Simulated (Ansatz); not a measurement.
# ClHf: the cost of one run

Computed with Ansatz 0.2.0, Gaussian basis. Level: def2-QZVPP, core rule «outside noble gas», up to 9 orbitals frozen.

Plan: UHF; ROHF; CCSD(T) on UHF.

2 further runs of the same task are left out: 2 set aside as unsound or not needed.

## Step 1: What is computed

The geometry is a PBE0/def2-TZVP stationary point (not a proven minimum) of the parent state, kept for this charge and spin. No spin-orbit coupling is included. Elements past krypton take def2 core potentials.

2 atoms, charge 1, spin multiplicity 5.

Atoms are counted from 1 here; the program's logs count them from 0.

Bond lengths: Hf1–Cl2 2.226 Å.

Geometry (Å):

```xyz
2
charge 1, multiplicity 5
Hf    0.0000    0.0000    0.0000
Cl    0.0000    0.0000    2.2264
```

## Step 2: UHF

in.yaml

```yaml
crystal:
  periodic: [false, false, false]
  atoms:
    - {symbol: Hf, position_ang: [0.000000, 0.000000, 0.000000]}
    - {symbol: Cl, position_ang: [0.000000, 0.000000, 2.226400]}
basis:
  gaussian: {orbitals: "def2-QZVPP.json"}
total_charge: 1
magnetization: {spin_polarized: true, initial_magnetization: 4}
hamiltonian: {xc: hf}
output: {orbitals: {seedname: orbitals}}
```

Run with:

```bash
ansatz run in.yaml --threads 1 --pin off --events-out ev --progress --plain --max-ram 3968MiB --backend cpu
```

**Question.** How long does this run take on 1 thread of AMD EPYC 7R13, shared host, and how much memory does it need?

About 29 s, with a peak of 0.41 GiB.
